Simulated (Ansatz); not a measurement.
Working through a band structure of TaN, space group P-62m

With the Python package of Ansatz (0.2.0).

Interactive session:
```pycon
>>> from pathlib import Path
>>> import warnings
>>> import ansatz as az
>>> from ase import Atoms
>>> from ase.io import write
>>> import numpy as np
>>> atoms = Atoms(
...     ["Ta", "Ta", "Ta", "N", "N", "N"],
...     scaled_positions=[
...         (1 / 3, 2 / 3, 0.5),
...         (2 / 3, 1 / 3, 0.5),
...         (0.0, 0.0, 0.0),
...         (0.39285, 0.0, 0.0),
...         (0.60715, 0.60715, 0.0),
...         (0.0, 0.39285, 0.0),
...     ],
...     cell=[
...         (5.196, 0.0, 0.0),
...         (-2.598, 4.499868, 0.0),
...         (0.0, 0.0, 2.911),
...     ],
...     pbc=True,
... )
>>> cell = az.Crystal.from_ase(atoms)
>>> path = [
...     ("G", (0.0, 0.0, 0.0)),
...     ("M", (0.5, 0.0, 0.0)),
...     ("K", (0.33333, 0.33333, 0.0)),
...     ("G", (0.0, 0.0, 0.0)),
...     ("A", (0.0, 0.0, 0.5)),
...     ("L", (0.5, 0.0, 0.5)),
... ]
>>> job = (
...     cell.calculation()
...     .functional(az.Functional.PBESOL)
...     .occupations("fermi_dirac")
...     .kpoints(5, 5, 7)
...     .pseudopotentials("paw")
...     .basis(18 * az.Ha)
...     .band_structure([point for _, point in path], intervals=10)
...     .scf(extra_bands=6)
...     .populations()
... )
>>> with warnings.catch_warnings(record=True) as caught:
...     warnings.simplefilter("always")
...     out = job.run()
...
>>> print("warnings raised:", sorted(w.category.__name__ for w in caught) or "none")
warnings raised: none
>>> r = out.report
>>> r["free_energy_ev"]
-30563.01426787742
>>> out.unlabelled_reasons
['no_forces']
>>> print(f"free energy      {r['free_energy_ev']:.5f} eV")
free energy      -30563.01427 eV
>>> print(f"per atom         {r['free_energy_ev'] / len(out.lattice.sites):.5f} eV")
per atom         -5093.83571 eV
>>> print(f"SCF iterations   {r['n_iterations']}  (converged: {r['converged']})")
SCF iterations   7  (converged: True)
>>> image = Atoms([s.symbol for s in out.lattice.sites], positions=[s.position_ang for s in out.lattice.sites], cell=out.lattice.cell_ang, pbc=True)
>>> write("final.extxyz", image)
>>> files = Path(out.write_results("tables"))
>>> print((files / "populations.tsv").read_text())
# site	symbol	l	j	q
# orbitals = lowdin
# n_electrons = 54.000000
# spilling = 0.005273
0	Ta	0_5S	-	1.952184
0	Ta	0_6S	-	0.534113
0	Ta	1_5P	-	5.984478
0	Ta	2_5D	-	3.694402
1	Ta	0_5S	-	1.952184
1	Ta	0_6S	-	0.534113
1	Ta	1_5P	-	5.984478
1	Ta	2_5D	-	3.694402
2	Ta	0_5S	-	1.958071
2	Ta	0_6S	-	0.655523
2	Ta	1_5P	-	5.977866
2	Ta	2_5D	-	3.810143
3	N	0_2S	-	1.459560
3	N	1_2P	-	4.201540
4	N	0_2S	-	1.459560
4	N	1_2P	-	4.201540
5	N	0_2S	-	1.459560
5	N	1_2P	-	4.201540
>>> bands = out.band_structure()
>>> fermi = bands.fermi_energy_ev
>>> print(f"zero of the bands: {fermi:.3f} eV, the Fermi level found on the SCF mesh")
zero of the bands: 19.602 eV, the Fermi level found on the SCF mesh
>>> for spin, channel in enumerate(bands.channels):
...     print("channel", spin, "- computed levels within 8 eV of the Fermi level")
...     for i, (label, _) in enumerate(path):
...         levels = channel.eigenvalues_ev[i * 10] - fermi
...         print(f"  {label:3s}", " ".join(f"{e:7.3f}" for e in levels if abs(e) < 8))
...
channel 0 - computed levels within 8 eV of the Fermi level
  G    -6.609  -6.609  -6.529  -5.795  -5.795  -5.063  -5.063  -4.282  -3.366  -1.956  -0.956  -0.956   0.531   0.531   1.791   1.868   1.868
  M    -7.829  -5.858  -5.688  -5.253  -4.735  -4.647  -3.929  -3.901  -2.882  -2.678   1.153   1.754   1.869   2.365   2.382   2.505
  K    -5.769  -5.123  -5.123  -5.046  -5.046  -4.062  -3.735  -2.634  -2.634   1.174   1.632   1.632   1.994   2.655   2.655
  G    -6.609  -6.609  -6.529  -5.795  -5.795  -5.063  -5.063  -4.282  -3.366  -1.956  -0.956  -0.956   0.531   0.531   1.791   1.868   1.868
  A    -7.933  -7.933  -7.284  -7.284  -5.415  -4.515  -4.515  -4.369  -2.912  -2.912   1.877   1.877   1.955   2.146   2.146   3.240   3.240
  L    -7.853  -7.699  -7.662  -6.980  -6.326  -5.488  -4.750  -4.043  -3.300  -2.001  -0.987   0.462   1.313   3.216   3.259   3.348   3.669
```

File `final.extxyz` afterwards:
```text
6
Lattice="5.196000001117783 0.0 0.0 -2.5980000005588915 4.499867999031972 0.0 0.0 0.0 2.911" Properties=species:S:1:pos:R:3 pbc="T T T"
Ta       0.00000000       2.99991200       1.45550000
Ta       2.59800000       1.49995600       1.45550000
Ta       0.00000000       0.00000000       0.00000000
N        2.04124860       0.00000000       0.00000000
N        1.57737570       2.73209486       0.00000000
N       -1.02062430       1.76777314       0.00000000
```

Notes:
- Total energies depend on the potentials; only differences at equal settings carry meaning.
- Spin is left out of this run.
- The computed bands are complete only to about 1.9 eV above the Fermi level.
- For a metal this k-point mesh is coarse: on a finer one energies can move by several to tens of meV an atom and pressures by half a GPa or more, differences at one mesh by less.
- The starting cell is as deposited in a crystallographic database; the results hold for this polymorph, which needn't be the stable one.
- Levels are Kohn-Sham eigenvalues on this mesh, without spin-orbit coupling.
- It ran for 14 s on 1 thread of Arm Neoverse V1 (shared host), peak memory 0.47 GiB.
